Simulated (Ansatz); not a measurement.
# BeGeSb2: the cost of one run

Computed with Ansatz 0.2.0 (plane waves, PAW, unless a step's input says otherwise).

2 further runs of the same task are left out: 2 that didn't finish. Runs told in other sessions of the task aren't counted.

### Step 1. Starting point

It takes space group P-4m2 (No. 115, tetragonal). Conventional cell: a = 4.175 Å, b = 4.175 Å, c = 5.835 Å, α = 90.00°, β = 90.00°, γ = 90.00°. Be (site symmetry -4m2) is surrounded by 4 Sb at 2.45 Å. Sb (site symmetry 2mm) is surrounded by 2 Be at 2.45 Å and 2 Ge at 2.65 Å. Ge (site symmetry -4m2) has 4 Sb at 2.65 Å in its first shell of neighbours.

Structure file:

```cif
data_structure
_symmetry_space_group_name_H-M 'P-4m2'
_symmetry_Int_Tables_number 115
_cell_length_a 4.1745
_cell_length_b 4.1745
_cell_length_c 5.8347
_cell_angle_alpha 90.000
_cell_angle_beta 90.000
_cell_angle_gamma 90.000
_cell_volume 101.68
loop_
_atom_site_label
_atom_site_type_symbol
_atom_site_symmetry_multiplicity
_atom_site_Wyckoff_symbol
_atom_site_fract_x
_atom_site_fract_y
_atom_site_fract_z
_atom_site_occupancy
Be1 Be 1 a 0.00000 0.00000 0.00000 1
Sb1 Sb 2 g 0.00000 0.50000 0.21944 1
Ge1 Ge 1 c 0.50000 0.50000 0.50000 1
```

Cell and atoms come from an earlier r2SCAN relaxation. No run includes spin-orbit coupling, which matters for Sb.

### Step 2. PBE, anion s p, 4×4×4

The input, input.yaml:

```yaml
crystal:
  lattice:
    - [4.1745184527, 0.0, 0.0]
    - [0.0, 4.1745184527, 0.0]
    - [0.0, 0.0, 5.8346868276]
  atoms:
    - { symbol: Be, position: [0.0, 0.0, 0.0] }
    - { symbol: Sb, position: [0.0, 0.5, 0.2194401828] }
    - { symbol: Ge, position: [0.5, 0.5, 0.5] }
    - { symbol: Sb, position: [0.5, 0.0, 0.7805598172] }
kpoints:
  mp_grid: { grid: [6, 6, 4] }
  band_path:
    path:
      - [[0.0, 0.0, 0.0], [0.0, 0.5, 0.0], [0.5, 0.5, -1.152984891324e-34], [0.0, 0.0, 0.0], [1.45332585999e-51, 0.0, 0.5], [1.45332585999e-51, 0.5, 0.5], [0.5, 0.5, 0.5], [1.45332585999e-51, 0.0, 0.5]]
      - [[0.0, 0.5, 0.0], [1.45332585999e-51, 0.5, 0.5]]
      - [[0.5, 0.5, -1.152984891324e-34], [0.5, 0.5, 0.5]]
    npoints: 10
hamiltonian:
  xc: pbe
scf:
  occupations: { method: fermi_dirac, width: 0.02 }
  n_extra_bands: 6
output:
  forces: false
  stress: false
  eigenvalues: true
  wannier:
    kmesh: [4, 4, 4]
    projections:
      - { species: Sb, l: s, shell: 5 }
      - { species: Sb, l: p, shell: 5 }
      - { species: Ge, l: s, shell: 4 }
      - { species: Ge, l: p, shell: 4 }
    minimise: true
    write_hr: true
    conv_tol: 1.0e-08
    max_iter: 3000
```

Started as:

```bash
$ ansatz run input.yaml --threads 4 --pin off --max-ram 3686MiB --backend cpu --events-out ev --progress --plain --runs-dir out
```

What time and memory should one allow on 4 threads of Arm Neoverse V1, shared host?

About 9.3 s, with a peak of 0.44 GiB.
